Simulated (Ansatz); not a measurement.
**CH₄F₂OSi: up Jacob's ladder to CCSD(T)**

One table from this session's results is given with a row withheld; the runs are named, their logs left out.

Program: Ansatz 0.2.0, Gaussian basis. Level of theory: functionals in def2-TZVPP, the program's frozen cores in correlated methods. These are calculated values, not measurements.

The runs, in order: LDA (SPW92), PBE-D4, revPBE-D4, BLYP-D4, r2SCAN-D4, B97M-V, PBE0-D4, B3LYP-D4, r2SCANh-D4, r2SCAN0-D4, HSE06-D4, BHLYP-D4, CAM-B3LYP-D4, LC-ωPBE, ωB97X-V, ωB97M-V, B2PLYP, PBE-QIDH; CCSD(T)/def2-SVP; CCSD(T)/def2-TZVPP; MP2/def2-QZVPP; extrapolation to the limit; RPA on PBE.

### The geometry

The geometry comes from an earlier relaxation with PBE0-D4 in a triple-zeta def2 set; it is a stationary point, not always the lowest conformer.

SMILES `FC(F)O[SiH3]`, 9 atoms, charge 0, spin multiplicity 1.

Atoms are counted from 1 here; the program's logs count them from 0.

Bond lengths: F1–C2 1.354 Å, C2–F3 1.359 Å, C2–O4 1.341 Å, C2–H6 1.092 Å, O4–Si5 1.675 Å, Si5–H7 1.478 Å, Si5–H8 1.481 Å, Si5–H9 1.481 Å. Angles: F1–C2–F3 106.1°, F1–C2–O4 111.0°, F1–C2–H6 108.8°, F3–C2–O4 111.0°, F3–C2–H6 108.8°, O4–C2–H6 111.0°, C2–O4–Si5 126.1°, O4–Si5–H7 104.0°, O4–Si5–H8 110.7°, O4–Si5–H9 110.0°, H7–Si5–H8 111.2°, H7–Si5–H9 110.6°, H8–Si5–H9 110.3°.

The first run:

Contents of in.yaml:

```yaml
crystal:
  periodic: [false, false, false]
  atoms:
    - {symbol: F, position_ang: [1.740412, -0.658367, -0.897628]}
    - {symbol: C, position_ang: [1.302109, -0.267147, 0.321841]}
    - {symbol: F, position_ang: [1.465756, 1.081145, 0.365214]}
    - {symbol: O, position_ang: [0.016039, -0.602224, 0.500500]}
    - {symbol: Si, position_ang: [-1.305595, 0.142513, -0.210648]}
    - {symbol: H, position_ang: [1.935469, -0.723153, 1.085701]}
    - {symbol: H, position_ang: [-2.409973, -0.818201, -0.005011]}
    - {symbol: H, position_ang: [-1.061130, 0.376377, -1.652717]}
    - {symbol: H, position_ang: [-1.594586, 1.422755, 0.475646]}
basis:
  gaussian: {orbitals: def2-TZVPP}
hamiltonian: {xc: lda}
output: {orbitals: {seedname: orbitals}}
```

On the command line:

```console
$ ansatz run in.yaml --threads 4 --pin off --events-out ev --progress --plain --max-ram 10444MiB
```

Among the steps run: LDA; PBE-D4 (GGA); revPBE-D4 (GGA); BLYP-D4 (GGA); r2SCAN-D4 (meta-GGA); B97M-V (meta-GGA); B3LYP-D4 (hybrid); r2SCANh-D4 (hybrid); r2SCAN0-D4 (hybrid); HSE06-D4 (hybrid); BHLYP-D4 (hybrid); CAM-B3LYP-D4 (range-separated); LC-ωPBE (range-separated); ωB97X-V (range-separated); ωB97M-V (range-separated); B2PLYP (double hybrid); PBE-QIDH (double hybrid).

One table of the session follows, with a row left open; its other results are not shown here.

It belongs to the step «Frontier levels by functional». 

```
  functional  HOMO (eV)  gap (eV)
 LDA (SPW92)      -7.95      6.93
      PBE-D4      -7.84      7.09
   revPBE-D4      -7.79      7.16
     BLYP-D4      -7.76      7.15
   r2SCAN-D4      -8.23      7.92
      B97M-V      -8.35      7.76
     PBE0-D4      -9.37      9.50
    B3LYP-D4      -9.16      9.07
  r2SCANh-D4      -8.79      8.78
  r2SCAN0-D4          ?         ?
    HSE06-D4      -8.96      8.72
    BHLYP-D4     -10.83     11.82
CAM-B3LYP-D4     -10.83     11.94
     LC-ωPBE     -12.18     14.49
     ωB97X-V     -11.84     14.01
     ωB97M-V     -11.69     13.52
```

**Question.** Estimate the row for r2SCAN0-D4.

Worked estimate for «HOMO (eV)». Against the share of exact exchange, r2SCAN-D4 (0, -8.23), r2SCANh-D4 (0.1, -8.79) give a slope of -5.60 per unit share; at 0.25 the line stands at -9.63.

**Answer.** HOMO (eV): -9.63; gap (eV): 10.04. In «HOMO (eV)» the line misses by 0.00.
